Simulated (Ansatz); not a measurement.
# NTa: the cost of one run

The runs use Ansatz 0.2.0, Gaussian basis; def2-QZVPP, core rule «outside noble gas», up to 5 orbitals frozen.

Plan: UHF; ROHF; CCSD(T) on UHF.

**1. The geometry**

The geometry is a PBE0/def2-TZVP stationary point (not a proven minimum) of the parent state, kept for this charge and spin. No spin-orbit coupling is included. Elements past krypton take def2 core potentials.

2 atoms, charge 0, spin multiplicity 9.

Atoms are counted from 1 here; the program's logs count them from 0.

Bond lengths: Ta1–N2 2.115 Å.

Geometry (Å):

```tsv
atom	x (Å)	y (Å)	z (Å)
Ta1	0.00000	0.00000	0.00000
N2	0.00000	0.00000	2.11540
```

**2. UHF**

in.yaml reads:

```yaml
crystal:
  periodic: [false, false, false]
  atoms:
    - {symbol: Ta, position_ang: [0.000000, 0.000000, 0.000000]}
    - {symbol: N, position_ang: [0.000000, 0.000000, 2.115400]}
basis:
  gaussian: {orbitals: "def2-QZVPP.json"}
magnetization: {spin_polarized: true, initial_magnetization: 8}
hamiltonian: {xc: hf}
output: {orbitals: {seedname: orbitals}}
```

Run with:

```console
ansatz run in.yaml --threads 1 --pin off --events-out ev --progress --plain --max-ram 2560MiB --backend cpu
```

What time and memory should one allow on 1 thread of AMD EPYC 7R13, shared host?

About 9.5 s, with a peak of 0.3 GiB.
